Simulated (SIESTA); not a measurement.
Crystal: SbS2.

```
Sb S
1.0
    -3.03071    3.03071    5.79760
     3.03071   -3.03071    5.79760
     3.03071    3.03071   -5.79760
Sb S
2 4
Direct
  0.00000 0.00000 0.00000
  0.75000 0.25000 0.50000
  0.64903 0.12500 0.02403
  0.37500 0.35097 0.47597
  0.10097 0.62500 0.97597
  0.87500 0.89903 0.52403
```

The cell comes from a database or a generator and needn't be the stable form of this composition.

Base run:

```yaml
Program: SIESTA 5.4.2
Functional: PBEsol
Potentials_or_basis: PseudoDojo 0.4 standard (PBEsol files)
Basis: DZ (energy shift 0.003 Ry; two zetas on semicore shells)
Grid_cutoff: 500 Ry
Energy_shift: 0.003 Ry
k_mesh: 6 × 6 × 6
Occupations: fermi-dirac, width 0.05 eV
Spin: no spin polarisation
```

Its results: band gap on the k mesh none (metal or under the smearing width); pressure 2.6 GPa; largest force 0.515 eV/Å.

After a change of settings the same cell gave: band gap on the k mesh none (metal or under the smearing width); pressure -0.3 GPa; largest force 0.129 eV/Å. Which change was it?
A. basis from DZ (energy shift 0.003 Ry; two zetas on semicore shells) to SZ (energy shift 0.003 Ry)
B. basis from DZ (energy shift 0.003 Ry; two zetas on semicore shells) to TZP (energy shift 0.003 Ry; two zetas on semicore shells)
C. basis from DZ (energy shift 0.003 Ry; two zetas on semicore shells) to SZP (energy shift 0.003 Ry)

B.

Caveats: spin-orbit coupling is left out, which moves the levels of the heavy elements; the basis of atomic orbitals isn't converged, which shifts pressures, moduli and gaps; the basis has no polarisation orbitals (some runs).
